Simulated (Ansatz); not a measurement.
# Si: the cost of one run

Program: Ansatz 0.2.0. Level of theory: DFT PBE, scalar-relativistic, plane waves, PAW. These are calculated values, not measurements.

## 1. The structure to begin with

It takes space group Fd-3m (No. 227, cubic). The conventional cell has a = 5.430 Å, b = 5.430 Å, c = 5.430 Å, α = 90.00°, β = 90.00°, γ = 90.00°. Around Si (site symmetry -43m) lie 4 Si at 2.35 Å.

Coordinates:

```cif
data_structure
_symmetry_space_group_name_H-M 'P 1'
_symmetry_Int_Tables_number 1
_cell_length_a 3.8396
_cell_length_b 3.8396
_cell_length_c 3.8396
_cell_angle_alpha 60.000
_cell_angle_beta 60.000
_cell_angle_gamma 60.000
_cell_volume 40.03
loop_
_atom_site_label
_atom_site_type_symbol
_atom_site_fract_x
_atom_site_fract_y
_atom_site_fract_z
_atom_site_occupancy
Si1 Si 0.00000 0.00000 0.00000 1
Si2 Si 0.25000 0.25000 0.25000 1
```

## 2. Relaxing cell and atoms: Si, no spin

Contents of input.yaml:

```yaml
crystal:
  lattice:
    - [0.0, 2.715, 2.715]
    - [2.715, 0.0, 2.715]
    - [2.715, 2.715, 0.0]
  atoms:
    - { symbol: Si, position: [0.0, 0.0, 0.0] }
    - { symbol: Si, position: [0.25, 0.25, 0.25] }
scf:
  occupations: { method: gaussian, width: 0.03 }
output:
  forces: true
  stress: true
hamiltonian:
  xc: pbe
kpoints:
  mp_grid: { grid: [12, 12, 12] }
relax:
  f_tol: 0.002
  cell: { stress_tol: 0.01, p_target: 0 }
```

Command:

```console
$ ansatz run input.yaml --threads 4 --pin off --max-ram 6144MiB --backend cpu --events-out ev --progress --plain --runs-dir out
```

Q: Estimate wall time and peak memory on 4 threads of Arm Neoverse N1, shared host.

About 3.5 s, with a peak of 0.31 GiB.
